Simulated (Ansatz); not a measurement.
# C₂HBrF₂, SMILES FC=C(F)Br: harmonic frequencies at the relaxed geometry

Computed with Ansatz 0.2.0, Python API.

Notebook, run cell by cell (the value of a cell's last expression is shown):

**Cell 1**
```python
import warnings

import ansatz as az
from ase import Atoms
from ase.thermochemistry import IdealGasThermo
import numpy as np
```

**Cell 2**
```python
params = {
    "basis_set": "def2-SVP",
    "xc": "pbe0",
}

GEOMETRY = """
F     0.29920   -1.10570    1.44540
C     0.03310    0.00590    0.70540
C     0.00210   -0.01510   -0.57710
F     0.29190   -1.18880   -1.22800
Br   -0.39220    1.46880   -1.62840
H    -0.19930    0.84380    1.36280
"""
```

**Cell 3**
```python
warnings.simplefilter("ignore", az.DeckWarning)
```

**Cell 4**
```python
geometry = az.Crystal.molecule()
for line in GEOMETRY.strip().splitlines():
    symbol, *xyz = line.split()
    geometry = geometry.atom(symbol, [float(v) for v in xyz])
```

**Cell 5**
```python
model = (
    geometry.calculation()
    .basis(gaussian=params["basis_set"])
    .functional(params["xc"])
)
symbols = [site.symbol for site in geometry.cartesian_sites]
start = np.array([site.position_ang for site in geometry.cartesian_sites], dtype=float)
summary = model.relax(force_tolerance=0.003).run().report
end = np.array(summary["positions_ang"])
```

**Cell 6**
```python
print("bond        before    after (A)")
for i, j in [(0, 1), (1, 2), (1, 5), (2, 3), (2, 4)]:
    d0, d1 = (np.linalg.norm(xyz[i] - xyz[j]) for xyz in (start, end))
    print(f"{symbols[i]}{i}-{symbols[j]}{j}".ljust(10), f"{d0:8.4f} {d1:8.4f}")

# same settings at the minimum
minimum = az.Crystal.molecule()
for symbol, xyz in zip(symbols, end):
    minimum = minimum.atom(symbol, xyz.tolist())
vibrating = minimum.calculation()
vibrating = vibrating.basis(gaussian=params["basis_set"])
vibrating = vibrating.functional(params["xc"])
vibrating = vibrating.phonons(temperatures=(200, 600, 100))
vib = vibrating.run().report["vibrations"]
sums = vib["harmonic_sums"]
modes = [m["omega_inv_cm"] for m in sums["modes_at_gamma"] if m["rigid_motion"] == "no"]
for number, w in enumerate(modes, start=1):
    print(f"mode {number:2d} {w:9.1f} 1/cm {w / 8065.544 * 1000:8.2f} meV")
print("imaginary modes:", sum(w < 0 for w in modes), " zero-point energy:", round(sums["zero_point_energy_ev"], 4), "eV")
# rigid rotor and ideal gas, symmetry number taken as one
gas = IdealGasThermo(vib_energies=[w / 8065.544 for w in modes if w > 0], geometry="linear" if len(modes) == 3 * len(symbols) - 5 else "nonlinear",
                     atoms=Atoms(symbols, positions=end), symmetrynumber=1, spin=0.0)
print(f"H(298 K) - E = {gas.get_enthalpy(298.15, verbose=False):.4f} eV")
print(f"S(298 K, 1 bar) = {96485.33 * gas.get_entropy(298.15, 1e5, verbose=False):.1f} J/(mol K) with symmetry number 1")
```
Output:
```text
bond        before    after (A)
F0-C1        1.3616   1.3242
C1-C2        1.2830   1.3336
C1-H5        1.0901   1.0907
C2-F3        1.3730   1.3160
C2-Br4       1.8608   1.8675
mode  1     205.6 1/cm    25.49 meV
mode  2     245.8 1/cm    30.48 meV
mode  3     326.4 1/cm    40.46 meV
mode  4     383.3 1/cm    47.52 meV
mode  5     538.3 1/cm    66.74 meV
mode  6     822.0 1/cm   101.91 meV
mode  7     851.3 1/cm   105.55 meV
mode  8    1130.9 1/cm   140.22 meV
mode  9    1218.0 1/cm   151.01 meV
mode 10    1363.3 1/cm   169.03 meV
mode 11    1803.1 1/cm   223.55 meV
mode 12    3265.8 1/cm   404.91 meV
imaginary modes: 0  zero-point energy: 0.7534 eV
H(298 K) - E = 0.9145 eV
S(298 K, 1 bar) = 315.0 J/(mol K) with symmetry number 1
```

Caveats:
- The frequencies are harmonic and unscaled, in a modest basis. The result belongs to the one conformer reached from this start, and soft torsions count as harmonic oscillators.
- The entropy takes a symmetry number of 1; a symmetric molecule's is lower by R ln(sigma).
- Wall time of the script: 80 s on 1 thread of Intel(R) Xeon(R) 6975P-C (Granite Rapids), with other jobs on the host, peak memory 0.33 GiB.

(Lines on the test bed's own set-up are left out of the output.)
